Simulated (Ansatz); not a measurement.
# C2H6BClO: the cost of one run

Program: Ansatz 0.2.0. Level of theory: RKS CAM-B3LYP-D4/def2-SVP. These are calculated values, not measurements.

## 1. The system as given

Bond lengths: O1–B2 1.457 Å, B2–C3 1.579 Å, C3–C4 1.529 Å, C4–Cl5 1.740 Å, O1–H6 0.987 Å, B2–H7 1.152 Å, C3–H8 1.069 Å, C3–H9 1.169 Å, C4–H10 1.166 Å, C4–H11 1.091 Å. Angles (14 of 16 angles, heavy atoms first): O1–B2–C3 118.5°, B2–C3–C4 114.3°, C3–C4–Cl5 115.1°, O1–B2–H7 122.2°, C3–B2–H7 119.2°, B2–O1–H6 106.0°, B2–C3–H8 110.3°, B2–C3–H9 107.6°, C4–C3–H8 112.2°, C4–C3–H9 107.6°, C3–C4–H10 104.3°, C3–C4–H11 108.8°, Cl5–C4–H10 110.0°, Cl5–C4–H11 113.1°.

Coordinates:

```xyz
11

O     0.0673    2.0026    1.0920
B    -0.6414    0.8805    0.4905
C     0.1160   -0.4974    0.3409
C     0.3382   -0.9407   -1.1050
Cl    1.3592    0.1056   -2.0477
H    -0.1862    2.0036    2.0460
H    -1.7248    0.9713    0.1104
H    -0.3673   -1.2518    0.9247
H     1.1662   -0.3797    0.8401
H    -0.7331   -0.9711   -1.5639
H     0.6713   -1.9797   -1.1074
```

## 2. End point A

The input, input.yaml:

```yaml
crystal:
  periodic: [false, false, false]
  atoms:
    - { symbol: O, position_ang: [0.0673, 2.0026, 1.092] }
    - { symbol: B, position_ang: [-0.6414, 0.8805, 0.4905] }
    - { symbol: C, position_ang: [0.116, -0.4974, 0.3409] }
    - { symbol: C, position_ang: [0.3382, -0.9407, -1.105] }
    - { symbol: Cl, position_ang: [1.3592, 0.1056, -2.0477] }
    - { symbol: H, position_ang: [-0.1862, 2.0036, 2.046] }
    - { symbol: H, position_ang: [-1.7248, 0.9713, 0.1104] }
    - { symbol: H, position_ang: [-0.3673, -1.2518, 0.9247] }
    - { symbol: H, position_ang: [1.1662, -0.3797, 0.8401] }
    - { symbol: H, position_ang: [-0.7331, -0.9711, -1.5639] }
    - { symbol: H, position_ang: [0.6713, -1.9797, -1.1074] }
basis:
  gaussian: { orbitals: def2-SVP }
hamiltonian:
  xc: cam_b3lyp
  dispersion: d4
relax:
  f_tol: 0.015
  max_steps: 40
```

The run is started by

```sh
ansatz run input.yaml --threads 2 --pin off --max-ram 3072MiB --backend cpu --events-out ev --progress --plain --runs-dir out
```

**Question.** How long does this run take on 2 threads of Arm Neoverse V1, shared host, and how much memory does it need?

About 45 s, with a peak of 0.26 GiB.
